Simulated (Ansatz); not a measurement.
# Ca5B3: the cost of one run

Computed with Ansatz 0.2.0 (DFT PBE, scalar-relativistic, plane waves, PAW, unless a step's input says otherwise).

**1. The structure to begin with**

Symmetry: Im-3m, No. 229, cubic system. The conventional cell has a = 6.523 Å, b = 6.523 Å, c = 6.523 Å, α = 90.00°, β = 90.00°, γ = 90.00°. Ca (site symmetry m-3m) is surrounded by 8 Ca at 2.82 Å. Ca (site symmetry -3m) is surrounded by 2 Ca at 2.82 Å and 6 B at 2.82 Å. B (site symmetry 4/mmm) has 8 Ca at 2.82 Å as nearest neighbours.

Structure file:

```cif
data_structure
_symmetry_space_group_name_H-M 'P 1'
_symmetry_Int_Tables_number 1
_cell_length_a 5.6492
_cell_length_b 5.6492
_cell_length_c 5.6492
_cell_angle_alpha 109.471
_cell_angle_beta 109.471
_cell_angle_gamma 109.471
_cell_volume 138.78
loop_
_atom_site_label
_atom_site_type_symbol
_atom_site_fract_x
_atom_site_fract_y
_atom_site_fract_z
_atom_site_occupancy
Ca1 Ca 0.00000 0.00000 0.00000 1
Ca2 Ca 0.00000 0.00000 0.50000 1
Ca3 Ca 0.00000 0.50000 0.00000 1
Ca4 Ca 0.50000 0.00000 0.00000 1
Ca5 Ca 0.50000 0.50000 0.50000 1
B1 B 0.00000 0.50000 0.50000 1
B2 B 0.50000 0.50000 0.00000 1
B3 B 0.50000 0.00000 0.50000 1
```

A structure generator made this guess: species swapped into a database cell of Fe5Co3 (Im-3m, No. 229), with Ca on the Fe sites and B on the Co sites. The dimensions are guesses.

**2. Probe: one point on a coarse mesh**

input.yaml reads:

```yaml
crystal:
  lattice:
    - [-3.26156007, 3.26156007, 3.26156007]
    - [3.26156007, -3.26156007, 3.26156007]
    - [3.26156007, 3.26156007, -3.26156007]
  atoms:
    - { symbol: Ca, position: [0.0, 0.0, 0.0] }
    - { symbol: Ca, position: [0.0, 0.0, 0.5] }
    - { symbol: Ca, position: [0.0, 0.5, 0.0] }
    - { symbol: Ca, position: [0.5, 0.0, 0.0] }
    - { symbol: Ca, position: [0.5, 0.5, 0.5] }
    - { symbol: B, position: [0.0, 0.5, 0.5] }
    - { symbol: B, position: [0.5, 0.5, 0.0] }
    - { symbol: B, position: [0.5, 0.0, 0.5] }
basis:
  ecutwfc: 420
kpoints:
  mp_grid: { grid: [4, 4, 4] }
hamiltonian:
  xc: pbe
scf:
  occupations: { method: gaussian, width: 0.1 }
  lower_state_search: "off"
output:
  forces: true
  stress: true
  eigenvalues: true
```

Started as:

```
ansatz run input.yaml --threads 1 --pin off --max-ram 2048MiB --backend cpu --events-out ev --progress --plain --runs-dir out
```

Q: Estimate wall time and peak memory on 1 thread of Arm Neoverse V2, shared host.

About 2 s, with a peak of 0.35 GiB.
